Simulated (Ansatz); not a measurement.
# Sn4Bi2O: the cost of one run

Method: DFT PBE, scalar-relativistic, plane waves, PAW, in Ansatz 0.2.0.

## Step 1: Starting point

The structure is hexagonal, space group P6/mmm (No. 191). Conventional cell: a = 5.761 Å, b = 5.761 Å, c = 7.445 Å, α = 90.00°, β = 90.00°, γ = 120.00°. Around Sn (site symmetry 3m) lie 1 Bi at 2.32 Å. Bi (site symmetry -6m2) has 2 Sn at 2.32 Å and 3 Bi at 3.33 Å and 3 O at 3.33 Å in its first shell of neighbours. O (site symmetry 6/mmm) is surrounded by 6 Bi at 3.33 Å.

Structure file:

```
CELL_PARAMETERS angstrom
5.76093 0.00000 0.00000
-2.88047 4.98911 0.00000
0.00000 0.00000 7.44545
ATOMIC_POSITIONS crystal
Sn 0.33333 0.66667 0.81156
Sn 0.33333 0.66667 0.18844
Sn 0.66667 0.33333 0.18844
Sn 0.66667 0.33333 0.81156
Bi 0.33333 0.66667 0.50000
Bi 0.66667 0.33333 0.50000
O 0.00000 0.00000 0.50000
```

The cell is invented: random cell by space group and Wyckoff sites (P6/mmm, No. 191). Lengths come from tabulated atomic sizes and are only a guess.

## Step 2: Probe: one point on a coarse mesh

File input.yaml:

```yaml
crystal:
  lattice:
    - [5.7609317, 0.0, 0.0]
    - [-2.88046585, 4.9891132, 0.0]
    - [0.0, 0.0, 7.4454471]
  atoms:
    - { symbol: Sn, position: [0.33333333, 0.66666667, 0.81156366] }
    - { symbol: Sn, position: [0.33333333, 0.66666667, 0.18843634] }
    - { symbol: Sn, position: [0.66666667, 0.33333333, 0.18843634] }
    - { symbol: Sn, position: [0.66666667, 0.33333333, 0.81156366] }
    - { symbol: Bi, position: [0.33333333, 0.66666667, 0.5] }
    - { symbol: Bi, position: [0.66666667, 0.33333333, 0.5] }
    - { symbol: O, position: [0.0, 0.0, 0.5] }
basis:
  ecutwfc: 420
kpoints:
  mp_grid: { grid: [3, 3, 4] }
hamiltonian:
  xc: pbe
scf:
  occupations: { method: gaussian, width: 0.1 }
  lower_state_search: "off"
output:
  forces: true
  stress: true
  eigenvalues: true
```

Command:

```
$ ansatz run input.yaml --threads 1 --pin off --max-ram 2560MiB --backend cpu --events-out ev --progress --plain --runs-dir out
```

**Question.** How long does this run take on 1 thread of Intel Xeon at 2.80GHz (Skylake/Cascade Lake), shared host, and how much memory does it need?

About 6.5 s, with a peak of 0.54 GiB.
